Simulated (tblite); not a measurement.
# C6H9FO2: the cost of one run

Computed with tblite 0.8.0 and PySCF 2.14.0, with density-fitted response routines of our own, on a single molecule, in the gas phase or a continuum. Atoms are numbered from 0 throughout.

### 1 The starting structure

18 atoms, charge 0, multiplicity 1; geometry from: force field or distance geometry start.

Bonds of the start (Å): C0–O1 1.42, O1–C2 1.37, C2–C3 1.51, C3–C4 1.52, C4–C5 1.49, C5–O6 1.23, C5–F7 1.33, C4–C8 1.52, C8–C2 1.52, C0–H9 1.10, C0–H10 1.09, C0–H11 1.11, C2–H12 1.08, C3–H13 1.13, C3–H14 1.11, C4–H15 1.10, C8–H16 1.10, C8–H17 1.11.

### 2 Geometry optimisation with GFN2-xTB

Job settings and geometry (Å):

```
{"job": {"kind": "relax", "xc": "GFN2-xTB", "basis": "xTB"}, "charge": 0, "multiplicity": 1}
C      2.771000     0.316300    -0.128800
O      1.445700     0.457600     0.371500
C      0.608000    -0.076100    -0.571500
C     -0.376500    -1.072400    -0.003000
C     -1.313500     0.099300     0.243000
C     -2.735700    -0.128100    -0.144400
O     -3.195000     0.615900    -1.002700
F     -3.501200    -1.073900     0.399300
C     -0.598900     0.777700    -0.908200
H      3.015400    -0.742900    -0.314900
H      3.448800     0.750100     0.611800
H      2.847400     0.942900    -1.043900
H      1.131400    -0.443100    -1.439600
H     -0.753300    -1.800000    -0.774600
H     -0.054500    -1.550900     0.944600
H     -1.226500     0.601300     1.212900
H     -0.474200     1.864900    -0.857100
H     -1.046900     0.467800    -1.870900
```

Launch:

```sh
OMP_NUM_THREADS=1 python probes_run.py task.json out
```

One launch serves the whole session: the jobs run in the order shown.

**Question.** How long does this first job take on 1 thread of Arm Neoverse V1, shared host, and how much memory does it need?

About 1.1 s, with a peak of 0.18 GiB.
